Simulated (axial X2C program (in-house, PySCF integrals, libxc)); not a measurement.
# WTe⁻: EOM-EA-CCSD levels

Wanted for WTe⁻: EOM-EA-CCSD levels, at the two-component level.

Method: two-component X2C with atomic mean-field terms, W dyall-acv3z, Te dyall-acv3z; program: an in-house X2C program for linear molecules on PySCF integrals.

All values are calculated.

### 1 Set-up

Input file task.json:

```json
{"zs": [74, 52], "q": -1, "bas": ["dyall-acv3z", "dyall-acv3z"], "r0": 2.48, "eom": "ea", "thr": -1.0, "nmax": 92, "grid": [1, 0.96, 1.045, 0.92, 1.09, 1.15], "rq": 0}
```

Keys: zs atomic numbers; q charge; bas basis sets; r0 starting distance in Å; eom kind of EOM run; thr threshold in hartree for freezing inner shells (an s shell follows its p shell); nmax most natural virtual spinors; grid distances as factors.

The run is started by

```bash
$ python soeom.py task.json out
```

After this run come: EOM-EA-CCSD at 2.493 Å.

Before running it: what results should come out? Wanted: next root led by one particle; T1 of the reference; lowest state, Re and ωe.

The runs gave:

| quantity | value |
| --- | --- |
| lowest root at 2.493 Å | Ω = 1/2, 1.612 eV |
| next root led by one particle | Ω = 1/2, about 6450 cm⁻¹ higher |
| T1 of the reference | 0.109 |
| lowest state, Re and ωe | 2.529 Å, 228.8 cm⁻¹ |

The added electron is bound by 1.61 eV in a spinor of 26% W pσ, 24% W sσ, 16% W dπ. The closed-shell reference lies 1.04 eV above the lowest determinant found, so these energies count from an excited configuration. Errors of 0.1 to 0.3 eV are usual at this size, and roots led by higher excitations are left out, so the list is incomplete, and low states of that kind can be missing. T1 or the largest double amplitude of the reference is raised, which lowers the reliability. The bond is 0.092 Å longer than in the closed-shell reference at CCSD (2.437 Å).
